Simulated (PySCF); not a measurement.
# C3H6P3Si: the cost of one run

Computed with PySCF 2.14.0, with density-fitted response routines of our own, on a single molecule in the gas phase. Atoms count from 0, in the outputs and in this text.

**1. The molecule as given**

13 atoms, charge -1, multiplicity 1; geometry from: GFN2-xTB.

Bonds of the start (Å): C0–C1 1.51, C1–P2 1.74, P2–P3 2.09, P3–C4 1.74, C4–Si5 1.87, C4–P6 1.74, P6–C1 1.74, C0–H7 1.09, C0–H8 1.09, C0–H9 1.09, Si5–H10 1.48, Si5–H11 1.47, Si5–H12 1.47.

**2. Indirect couplings: B3LYP/pcJ-1**

Job settings and geometry (Å):

```
{"job": {"kind": "j", "xc": "B3LYP", "basis": "pcJ-1"}, "charge": -1, "multiplicity": 1}
C     -2.853049    -0.370440     0.266124
C     -1.473691     0.166410    -0.031964
P     -1.314927     1.731013    -0.769878
P      0.768948     1.827624    -0.897829
C      1.160059     0.283484    -0.201271
Si     2.950711    -0.214077     0.007904
P     -0.079109    -0.804300     0.361940
H     -3.037525    -1.289631    -0.294414
H     -2.956491    -0.601355     1.328647
H     -3.610869     0.362050    -0.008345
H      3.541283     0.278041     1.268442
H      3.800971     0.310174    -1.070713
H      3.099301    -1.678506     0.023630
```

Method: B3LYP/pcJ-1 indirect spin-spin coupling, non-relativistic, gas phase.

Run with:

```bash
> OMP_NUM_THREADS=1 python probes_run.py task.json out
```

The driver reads the jobs from task.json and runs them one after another.

Q: Estimate the wall time and peak memory of this job on 1 thread of Arm Neoverse V1, shared host.

About 1.7 min, with a peak of 1.1 GiB.
